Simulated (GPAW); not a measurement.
The system is AlFe3B.

```
Fe Al B
1.0
     3.82232    0.00000    0.00000
     0.00000    3.82232    0.00000
     0.00000    0.00000    3.82232
Fe Al B
3 1 1
Direct
  0.00000 0.00000 0.50000
  0.00000 0.50000 0.00000
  0.50000 0.00000 0.00000
  0.50000 0.50000 0.50000
  0.00000 0.00000 0.00000
```

The cell comes from a database or a generator and needn't be the stable form of this composition.

Base run:

```yaml
Program: GPAW 26.7.0
Functional: PBEsol
Potentials_or_basis: PAW data sets generated in the run's folder for this functional
Cutoff: 800 eV
Basis: pw
k_mesh: 7 × 7 × 7
Occupations: fermi-dirac, width 0.05 eV
Spin: collinear spin, ferromagnetic start
Starting_moments: "[3.0, 3.0, 3.0, 0.0, 0.0] μB"
Hubbard_terms: Fe d U = 3 eV
```

Its results: pressure 9.0 GPa; net moment 6.72 μB per cell; site moments Fe +2.49; Al -0.13; B -0.10 μB.

The run is repeated on the same cell with these changes: hubbard terms from Fe d U = 3 eV to Fe d U = 8 eV. What comes out?

Pressure 42.1 GPa; net moment 9.26 μB per cell; site moments Fe +3.31; Al -0.16; B -0.06 μB.

Caveats: the U is typed as a test and isn't derived for this compound; a pressure of tens of GPa on the cell as given is suspect, and the run, the potentials or the cell itself is likely at fault (some runs).
